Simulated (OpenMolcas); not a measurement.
# Mo⁴⁺ among point charges: CASSCF and CASPT2 levels and susceptibility

Aim: the splitting of the states of Mo⁴⁺ in the field of 6 point charges, its lowest levels with spin-orbit coupling and its magnetic susceptibility.

The numbers are computed with OpenMolcas 26.06 (state-averaged CASSCF and CASPT2, spin-orbit coupling by RASSI with atomic mean-field integrals), except any that are marked as measured or tabulated.

**1. The atom as given**

| Item | Value |
| --- | --- |
| Species | Mo⁴⁺ (molybdenum, Z = 42, 38 electrons) |
| Basis | ANO-RCC-VTZP [7s6p4d2f1g], 68 functions |
| Scalar Hamiltonian | DKH2, point nucleus |
| Inactive shells | 1s 2s 2p 3s 3p 3d 4s 4p |
| Active space | 2 electrons in 5 orbitals (4d) |
| Some configurations of this space | 4d² |
| Orbitals | optimised for each spin and parity, averaged over all roots |

The outer shells:

4d2
```
4d [↑ ][↑ ][  ][  ][  ]
```

The ion sits among 6 point charges of -1 e arranged as a tetragonal octahedron (D4h), 1.87 Å from the ion, with the axial distance 1.889 Å.

The work runs as a chain of OpenMolcas steps in one folder; each step below is one input file. Labels, J, g values, rates, χT and fits are worked out afterwards by a script from the matrices that RASSI stores. The input lists half of the charges; inversion (Group=XYZ) makes the rest.

**2. One- and two-electron integrals**

a.inp reads:

```
&GATEWAY
Coord
1

Mo 0.0 0.0 0.0
Basis=ANO-RCC-VTZP
Group=XYZ
NoMove
AngMom=0.0 0.0 0.0
AMFI
XField
3 Angstrom 0
1.870000 0.000000 0.000000 -1.000000
0.000000 1.870000 0.000000 -1.000000
0.000000 0.000000 1.888700 -1.000000
&SEWARD
```

Output:

```text
Basis set label: MO.ANO-RCC...7S6P4D2F1G.

      Electronic valence basis set:
      ------------------
      Associated Effective Charge  42.000000 au
      Associated Actual Charge     42.000000 au
      Nuclear Model: Point charge

      Shell  nPrim  nBasis  Cartesian Spherical Contaminant
         s      21       7        X
         p      18       6        X
         d      13       4                 X
         f       6       2                 X
         g       4       1                 X
                  Relativistic Douglas-Kroll-Hess integrals:
                    - DKH order of Hamiltonian: 2
                    - DKH order of Properties : 0
                  Atomic mean-field integrals
```

**3. CASSCF: triplets of even parity, 10 roots**

a.inp reads:

```
&RASSCF
FileOrb=start.orb
Symmetry=1
Spin=3
nActEl=2 0 0
Inactive=9 9
Ras2=5 0
CIRoot=10 10 1
SDav=10
CIMx=300
Iter=120 100
PrWF=0.3
OrbListing=Nothing
MaxOrb=0
>>> COPY $Project.JobIph JOB001
```

start.orb holds the contracted functions of the basis, ordered by shell, or the orbitals of the step before.

Output, shortened:

```text
[...]
      Number of active orbitals                  5
[...]
      Spin quantum number                      1.0
[...]
      Active orbitals                            5   0
[...]
      Number of CSFs                            10
      Number of root(s) required                10
[...]
      Convergence after  7 iterations
[...]
      Natural orbitals and occupation numbers for root  1
      sym 1:   0.080693   0.919307   0.000000   0.919307   0.080693
      Natural orbitals and occupation numbers for root  2
      sym 1:   0.926264   0.926264   0.073736   0.073736  -0.000000
      Natural orbitals and occupation numbers for root  3
      sym 1:   0.926264   0.073736   0.073736   0.926264   0.000000
::    RASSCF root number  1 Total energy:  -4049.30607878
::    RASSCF root number  2 Total energy:  -4049.30546188
::    RASSCF root number  3 Total energy:  -4049.30546188
[...]
::    RASSCF root number  7 Total energy:  -4049.23926819
::    RASSCF root number  8 Total energy:  -4049.22179714
::    RASSCF root number  9 Total energy:  -4049.22179714
::    RASSCF root number 10 Total energy:  -4049.21949684
```

**4. Reference wave functions, singlets of even parity, 15 roots**

a.inp reads:

```
&RASSCF
FileOrb=start.orb
Symmetry=1
Spin=1
nActEl=2 0 0
Inactive=9 9
Ras2=5 0
CIRoot=15 15 1
SDav=15
CIMx=300
Iter=120 100
PrWF=0.3
OrbListing=Nothing
MaxOrb=0
>>> COPY $Project.JobIph JOB002
```

Output, shortened:

```text
[...]
      Number of active orbitals                  5
[...]
      Spin quantum number                      0.0
[...]
      Active orbitals                            5   0
[...]
      Number of CSFs                            15
      Number of root(s) required                15
[...]
      Convergence after  6 iterations
[...]
      Natural orbitals and occupation numbers for root  1
      sym 1:   0.115070   0.884930   0.115070   0.884930   0.000000
      Natural orbitals and occupation numbers for root  2
      sym 1:   0.909628   0.909628  -0.000000   0.090372   0.090372
      Natural orbitals and occupation numbers for root  3
      sym 1:   0.909628   0.090372  -0.000000   0.909628   0.090372
::    RASSCF root number  1 Total energy:  -4049.24933375
::    RASSCF root number  2 Total energy:  -4049.24836787
::    RASSCF root number  3 Total energy:  -4049.24836787
[...]
::    RASSCF root number 12 Total energy:  -4049.19508870
::    RASSCF root number 13 Total energy:  -4049.17322799
::    RASSCF root number 14 Total energy:  -4049.17293543
::    RASSCF root number 15 Total energy:  -4049.07461572
```

**5. State interaction with spin-orbit coupling**

a.inp reads:

```
&RASSI
NrOfJobIphs=2 10 15
1 2 3 4 5 6 7 8 9 10
1 2 3 4 5 6 7 8 9 10 11 12 13 14 15
IphNames
JOB001
JOB002
EJob
SpinOrbit
DIPRint=1.0
SOCoupling=1000.0
Subsets=2
Property=9
'ANGMOM' 1 'ANGMOM' 2 'ANGMOM' 3 'MLTPL  1' 1 'MLTPL  1' 2 'MLTPL  1' 3
'AMFI' 1 'AMFI' 2 'AMFI' 3
SOProperty=3
'ANGMOM' 1 'ANGMOM' 2 'ANGMOM' 3
```

Output, shortened:

```text
SPIN-FREE ENERGIES:
  (Shifted by EMIN (a.u.) =      -4049.3060787762)
 SF State       Relative EMIN(au)   Rel lowest level(eV)    D:o, cm**(-1)      L_eff
     1             0.0000000000        0.0000000000              0.0000         3.0
     2             0.0006168941        0.0167865436            135.3926         3.0
     3             0.0006168941        0.0167865436            135.3926         3.0
     4             0.0305456526        0.8311895500           6703.9958         3.0
     5             0.0312573185        0.8505549663           6860.1885         3.0
     6             0.0312573185        0.8505549663           6860.1885         3.0
    11             0.0567450256        1.5441108090          12454.0936         2.6
    12             0.0577109085        1.5703938217          12666.0804         2.6
    13             0.0577109085        1.5703938217          12666.0804         2.6
    14             0.0581071826        1.5811769892          12753.0525         2.9
[...]
Eigenvalues of complex Hamiltonian:
   -----------------------------------
  (Shifted by EMIN (a.u.) =      -4049.3060787762)
 SO State       Relative EMIN(au)   Rel lowest level(eV)    D:o, cm**(-1)     J-value
     1            -0.0043215725        0.0000000000              0.0000         2.2
     2            -0.0038448108        0.0129733446            104.6371         1.7
     3            -0.0033792772        0.0256411605            206.8099         2.2
     4            -0.0033792772        0.0256411605            206.8099         2.2
     5            -0.0029640991        0.0369387315            297.9310         2.0
     6             0.0026147688        0.1887474600           1522.3509         2.9
     7             0.0026147688        0.1887474600           1522.3509         2.9
     8             0.0028191329        0.1943084904           1567.2037         2.4
     9             0.0059066743        0.2783247726           2244.8407         3.1
    10             0.0286948578        0.8984228361           7246.2689         2.4
    11             0.0286948578        0.8984228361           7246.2689         2.4
[...]
```

These steps: 5.5 s of run time, 1 thread, shared host.

Spin-free states, with their symmetry labels:

| state | degeneracy | E (cm-1) | free-ion L (%) |
| --- | --- | --- | --- |
| 3A2 | 1 | 0 | F (97) |
| 3E | 2 | 135 | F (97) |
| 3B2 | 1 | 6704 | F (100) |
| 3E | 2 | 6860 | F (100) |
| 1B2 | 1 | 12454 | D (76) |
| 1E | 2 | 12666 | D (76) |
| 1B1 | 1 | 12753 | D (62) |
| 1A1 | 1 | 13024 | D (62) |
| 3B1 | 1 | 14663 | F (100) |
| 3E | 2 | 18498 | P (97) |
| 3A2 | 1 | 19003 | P (97) |
| 1B2 | 1 | 21763 | G (76) |
| 1E | 2 | 21938 | G (76) |
| 1A1 | 1 | 22967 | G (91) |
| 1E | 2 | 23807 | G (100) |
| 1A2 | 1 | 24360 | G (100) |
| 1B1 | 1 | 29157 | G (62) |
| 1A1 | 1 | 29222 | G (62) |
| 1A1 | 1 | 50800 | S (91) |

With spin-orbit coupling:

| E (cm-1) | Degeneracy | Label | 2S+1 | g |
| --- | --- | --- | --- | --- |
| 0.0 | 1 | A1 | 3 |  |
| 104.6 | 1 | B1 | 3 |  |
| 206.8 | 2 | E | 3 | 0.00 0.00 1.36 |
| 297.9 | 1 | B2 | 3 |  |
| 1522 | 2 | E | 3 | 0.00 0.00 0.24 |
| 1567 | 1 | A2 | 3 |  |
| 2245 | 1 | A1 | 3 |  |
| 7246 | 2 | E | 3 | 0.00 0.00 2.32 |
| 7295 | 1 | B2 | 3 |  |
| 7319 | 1 | B1 | 3 |  |
| 8037 | 2 | E | 3 | 0.00 0.00 1.80 |
| 8123 | 1 | A2 | 3 |  |
| 8145 | 1 | B1 | 3 |  |
| 8253 | 1 | A1 | 3 |  |
| 13477 | 1 | B2 | 1 |  |
| 13556 | 1 | B1 | 1 |  |
| 13663 | 2 | E | 1 | 0.00 0.00 0.33 |
| 13825 | 1 | A1 | 1 |  |
| 15713 | 1 | B2 | 3 |  |
| 15715 | 2 | E | 3 | 0.00 0.00 4.77 |
| 18602 | 1 | A1 | 3 |  |
| 19041 | 1 | A2 | 3 |  |
| 19226 | 2 | E | 3 | 0.00 0.00 2.40 |
| 19923 | 1 | B2 | 3 |  |

Principal g values are given for doublets only; a zero marks a field direction without first-order Zeeman splitting.

Powder χT (cm³ K/mol): 0.00 at 2 K, 0.00 at 5 K, 0.01 at 10 K, 0.01 at 20 K, 0.03 at 50 K, 0.06 at 100 K, 0.11 at 150 K, 0.15 at 200 K, 0.19 at 250 K, 0.23 at 300 K.

**6. CASPT2: IPEA 0.25, imaginary shift 0.1 (closed shells correlated: 4s 4p)**

a.inp reads:

```
>>> COPY JOB001 $Project.JobIph
&CASPT2
Multistate=10 1 2 3 4 5 6 7 8 9 10
NoMult
Frozen=8 6
IPEA=0.25
Imaginary=0.1
MaxIter=60
WThr=0.0 0.3 0.05
PrWF=0.5
NoMix
>>> COPY JOB002 $Project.JobIph
&CASPT2
Multistate=15 1 2 3 4 5 6 7 8 9 10 11 12 13 14 15
NoMult
Frozen=8 6
IPEA=0.25
Imaginary=0.1
MaxIter=60
WThr=0.0 0.3 0.05
PrWF=0.5
NoMix
```

Output:

```text
Orbital specifications:
      -----------------------

      Symmetry species                           1   2
                                                ag  au
      Frozen orbitals                            8   6
      Inactive orbitals                          1   3
      Active orbitals                            5   0
      Secondary orbitals                        22  23
      Deleted orbitals                           0   0
      Number of basis functions                 36  32
Type of calculation                        SS-CASPT2
      Fock operator                              state-specific
      IPEA shift                                 0.25
      Real shift                                 0.00
      Imaginary shift                            0.10
      The input orbitals will be transformed to quasi-canonical
Reference energy:       -4049.3060787762
      E2 (Non-variational):      -0.2641156399
      Shift correction:          -0.0000989169
      E2 (Variational):          -0.2642145568
      Total energy:           -4049.5702933329
      Residual norm:              0.0000008528
      Reference weight:           0.95451
      Contributions to the CASPT2 correlation energy
      Active & Virtual Only:         -0.0051220503
      One Inactive Excited:          -0.0950736145
      Two Inactive Excited:          -0.1639199751
Reference energy:       -4049.3054618821
      E2 (Non-variational):      -0.2643347592
      Shift correction:          -0.0000996548
      E2 (Variational):          -0.2644344140
      Total energy:           -4049.5698962960
      Residual norm:              0.0000009621
      Reference weight:           0.95438
      Contributions to the CASPT2 correlation energy
      Active & Virtual Only:         -0.0052478896
      One Inactive Excited:          -0.0952086004
      Two Inactive Excited:          -0.1638782692
::    CASPT2 Root  1     Total energy:  -4049.57029333
::    CASPT2 Root  2     Total energy:  -4049.56989630
::    CASPT2 Root  3     Total energy:  -4049.56989630
::    CASPT2 Root  4     Total energy:  -4049.53904917
::    CASPT2 Root  5     Total energy:  -4049.53928921
::    CASPT2 Root  6     Total energy:  -4049.53928922
::    CASPT2 Root  7     Total energy:  -4049.50346330
::    CASPT2 Root  8     Total energy:  -4049.49638461
::    CASPT2 Root  9     Total energy:  -4049.49638462
::    CASPT2 Root 10     Total energy:  -4049.49340767
Orbital specifications:
      -----------------------

      Symmetry species                           1   2
                                                ag  au
      Frozen orbitals                            8   6
      Inactive orbitals                          1   3
      Active orbitals                            5   0
      Secondary orbitals                        22  23
      Deleted orbitals                           0   0
      Number of basis functions                 36  32
Type of calculation                        SS-CASPT2
      Fock operator                              state-specific
      IPEA shift                                 0.25
      Real shift                                 0.00
      Imaginary shift                            0.10
      The input orbitals will be transformed to quasi-canonical
Reference energy:       -4049.2493337506
      E2 (Non-variational):      -0.2753096858
      Shift correction:          -0.0001294300
      E2 (Variational):          -0.2754391158
      Total energy:           -4049.5247728664
      Residual norm:              0.0000000828
      Reference weight:           0.95027
      Contributions to the CASPT2 correlation energy
      Active & Virtual Only:         -0.0137044265
      One Inactive Excited:          -0.0939397469
      Two Inactive Excited:          -0.1676655124
Reference energy:       -4049.2483678677
      E2 (Non-variational):      -0.2755118417
      Shift correction:          -0.0001494603
      E2 (Variational):          -0.2756613020
      Total energy:           -4049.5240291697
      Residual norm:              0.0000000669
      Reference weight:           0.94968
      Contributions to the CASPT2 correlation energy
      Active & Virtual Only:         -0.0138755937
      One Inactive Excited:          -0.0939027983
      Two Inactive Excited:          -0.1677334497
::    CASPT2 Root  1     Total energy:  -4049.52477287
::    CASPT2 Root  2     Total energy:  -4049.52402917
::    CASPT2 Root  3     Total energy:  -4049.52402919
::    CASPT2 Root  4     Total energy:  -4049.52225555
::    CASPT2 Root  5     Total energy:  -4049.52131127
::    CASPT2 Root  6     Total energy:  -4049.48271548
::    CASPT2 Root  7     Total energy:  -4049.48383168
::    CASPT2 Root  8     Total energy:  -4049.48383169
::    CASPT2 Root  9     Total energy:  -4049.48214041
::    CASPT2 Root 10     Total energy:  -4049.47257094
::    CASPT2 Root 11     Total energy:  -4049.47257096
::    CASPT2 Root 12     Total energy:  -4049.46938132
::    CASPT2 Root 13     Total energy:  -4049.44866263
::    CASPT2 Root 14     Total energy:  -4049.44854469
::    CASPT2 Root 15     Total energy:  -4049.37097927
```

This run: 3.4 s of run time, 1 thread, shared host.

SS-CASPT2: lowest energy less the reference's lowest, -0.2642 hartree; reference weights 0.944 to 0.955.

Spin-free states, with their symmetry labels:

| state | degeneracy | E (cm-1) | free-ion L (%) |
| --- | --- | --- | --- |
| 3A2 | 1 | 0 | F (97) |
| 3E | 2 | 87 | F (97) |
| 3E | 2 | 6805 | F (100) |
| 3B2 | 1 | 6857 | F (100) |
| 1B2 | 1 | 9991 | D (76) |
| 1E | 2 | 10154 | D (76) |
| 1B1 | 1 | 10543 | D (62) |
| 1A1 | 1 | 10750 | D (62) |
| 3B1 | 1 | 14667 | F (100) |
| 3E | 2 | 16221 | P (97) |
| 3A2 | 1 | 16874 | P (97) |
| 1E | 2 | 18976 | G (76) |
| 1B2 | 1 | 19221 | G (76) |
| 1A1 | 1 | 19347 | G (91) |
| 1E | 2 | 21448 | G (100) |
| 1A2 | 1 | 22148 | G (100) |
| 1B1 | 1 | 26695 | G (62) |
| 1A1 | 1 | 26721 | G (62) |
| 1A1 | 1 | 43744 | S (91) |

With spin-orbit coupling:

```tsv
E (cm-1)	Degeneracy	Label	2S+1	g
0	1	A1	3	
77	1	B1	3	
200	2	E	3	0.00 0.00 1.26
270	1	B2	3	
1530	2	E	3	0.00 0.00 0.13
1550	1	A2	3	
2230	1	A1	3	
7160	1	B2	3	
7220	2	E	3	0.00 0.00 1.99
7370	1	B1	3	
8100	1	A2	3	
8110	2	E	3	0.00 0.00 2.04
8220	1	A1	3	
8240	1	B1	3	
11180	1	B2	1	
11310	2	E	1	0.00 0.00 0.27
11390	1	B1	1	
11600	1	A1	1	
15680	2	E	3	0.00 0.00 4.75
15690	1	B2	3	
16360	1	A1	3	
16800	1	A2	3	
17020	2	E	3	0.00 0.00 2.26
17670	1	B2	3
```

Powder χT (cm³ K/mol): 0.00 at 2 K, 0.00 at 5 K, 0.01 at 10 K, 0.01 at 20 K, 0.03 at 50 K, 0.06 at 100 K, 0.10 at 150 K, 0.15 at 200 K, 0.19 at 250 K, 0.23 at 300 K.

**7. The methods side by side**

A. CASSCF
B. SS-CASPT2, IPEA 0.25, imaginary shift 0.1 (closed shells correlated: 4s 4p)

| method | ground state | first state of that spin (cm-1) | first gap with spin-orbit (cm-1) | χT at 300 K |
| --- | --- | --- | --- | --- |
| A | 3A2 | 3E 135.4 | 104.6 | 0.23 |
| B | 3A2 | 3E 87.14 | 77.2 | 0.23 |

**8. What came out**

| quantity | value |
| --- | --- |
| method | SS-CASPT2, IPEA 0.25, imaginary shift 0.1 (closed shells correlated: 4s 4p) |
| spin-free ground state | 3A2, 1-fold in its orbital part |
| first state of the same spin within the active space | 3E at 87.1 cm⁻¹ |
| lowest level | 1-fold A1 |
| next level | 77.2 cm⁻¹ |
| χT at 300 K | 0.23 cm³ K/mol |
| effective moment at 300 K | 1.35 μB |

Cost by method:

| method | time of its own steps | time with the reference |
| --- | --- | --- |
| A. CASSCF | 5.5 s | 5.5 s |
| B. SS-CASPT2, IPEA 0.25, imaginary shift 0.1, +4s 4p | 3.4 s | 8.9 s |

Times are of one thread on a shared host.

The spin-free ground state (3A2) comes to 97 % from free-ion F terms and keeps the highest spin of the shell. χT at 300 K is 0.23, against 1.00 cm³ K/mol for the spin alone, so spin-orbit coupling lowers it. The field of point charges can differ much from that of real complexes. This is an electrostatic model: the charges have no orbitals.
